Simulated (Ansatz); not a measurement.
# BBrCl: the cost of one run

All numbers are computed with Ansatz 0.2.0 through its Python package. Level of theory: PBE0/def2-SVP.

**1. The system**

Bond lengths: Cl1–B2 1.818 Å, B2–Br3 1.974 Å. Angles: Cl1–B2–Br3 118.6°.

Input file bbrcl.xyz:

```xyz
3

Cl   -0.11830    1.60380    0.10090
B    -0.56310   -0.10860   -0.31700
Br    0.67050   -1.56000    0.20290
```

**2. The code**

Input file states.py:

```python
# -*- coding: utf-8 -*-
'''Restricted and unrestricted solutions of BBrCl, stretched and not.'''

import ansatz
import numpy as np

bbrcl = ansatz.Crystal.molecule_from_extxyz('bbrcl.xyz')
symbols = [site.symbol for site in bbrcl.cartesian_sites]

start = np.array([site.position_ang for site in bbrcl.cartesian_sites])
for factor in [1.0, 1.5]:
    xyz = (start - start.mean(axis=0)) * factor
    scaled = ansatz.Crystal.molecule()
    for symbol, place in zip(symbols, xyz):
        scaled = scaled.atom(symbol, place.tolist())
    model = scaled.calculation()
    model = model.basis(gaussian='def2-SVP')
    model = model.functional('pbe0')
    model = model.spin('collinear', total=1)
    for search in ('off', 'standard'):
        try:
            data = model.scf(lower_state_search=search).run(threads=1, pin='off').report
        except ansatz.AnsatzError as error:
            print(f'x{factor} search {search}: {type(error).__name__}')
            continue
        state = data['mean_field']['state']
        print(f'all distances x{factor}, search {search:8s} E = {data["free_energy_ev"]:.5f} eV  <S^2> = {abs(state["spin_squared"]):.3f}  other states met: {len(data["mean_field"]["others"])}')
```

**3. The calls as engine input**

The engine receives this input (first run):

```yaml
crystal:
  periodic: [false, false, false]
  atoms:
    - { symbol: Cl, position_ang: [-0.11466666666666667, 1.6254, 0.1053] }
    - { symbol: B, position_ang: [-0.5594666666666667, -0.08699999999999994, -0.3126] }
    - { symbol: Br, position_ang: [0.6741333333333334, -1.5384, 0.2073] }
basis:
  gaussian:
    orbitals: def2-SVP
hamiltonian:
  xc: pbe0
magnetization:
  spin_polarized: true
  initial_magnetization: 1.0
scf:
  lower_state_search: "off"
```

**4. Launch**

Started as:

```console
python states.py
```

**Question.** How long does this script take on 1 thread of Arm Neoverse V1, shared host, and how much memory does it need?

About 13 s, with a peak of 0.24 GiB.
